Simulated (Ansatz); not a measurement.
Crystal: NiMoIrPdW.

```
Ni Mo Pd Ir W
1.0
    -1.37004    1.37004    9.71647
     1.37004   -1.37004    9.71647
     1.37004    1.37004   -9.71647
Ni Mo Pd Ir W
1 1 1 1 1
Direct
  0.19862 0.19862 0.00000
  0.60922 0.60922 0.00000
  0.79310 0.79310 0.00000
  0.39944 0.39944 0.00000
  0.99565 0.99565 0.00000
```

The cell was built by a generator and needn't be a form met in nature.

```yaml
Program: Ansatz 0.2.0
Task: relaxation of cell and atoms
Functional: LDA
Potentials_or_basis: Ansatz PAW
Cutoff: "420 eV (not typed: the program's choice for these potentials)"
k_mesh: 10 × 10 × 10
Occupations: fermi-dirac, width 0.05 eV
Spin: collinear spin, ferromagnetic start
Starting_moments: "[1.0, 1.0, 0.0, 0.6, 0.0] μB"
```

At the start: volume 14.59 Å³/atom.

Question: Where does the relaxation end?

Answer: It ends after 6 steps and the volume is 13.76 Å³/atom (-5.7 %); space group I4mm (No. 107, to 0.05 Å); moment 0.00 μB per cell.

Step by step:
```csv
step,energy change (eV),largest force (eV/Å),volume (Å³)
1,0.0000,0.2489,72.95
2,-0.1939,0.1406,69.58
3,-0.2028,0.0428,68.71
4,-0.2030,0.0163,68.79
5,-0.2031,0.0022,68.80
6,-0.2019,0.0020,68.80
```

Final structure:
```xyz
5
Lattice="-1.3424 1.3424 9.5437 1.3424 -1.3424 9.5437 1.3424 1.3424 -9.5437" Properties=species:S:1:pos:R:3 pbc="T T T"
Ni    0.0000    0.0000    3.8033
Mo    0.0000    0.0000   11.6522
Pd    0.0000    0.0000   15.1269
Ir    0.0000    0.0000    7.5951
W     0.0000    0.0000   19.0087
```

Caveat: the plane-wave basis is chosen anew once the cell has moved, so the energies of steps on either side of that aren't comparable; the PAW data sets come from PBE, with cores solved anew for the run's functional, which leaves a small shift of forces and pressure; the starting moments weren't kept.
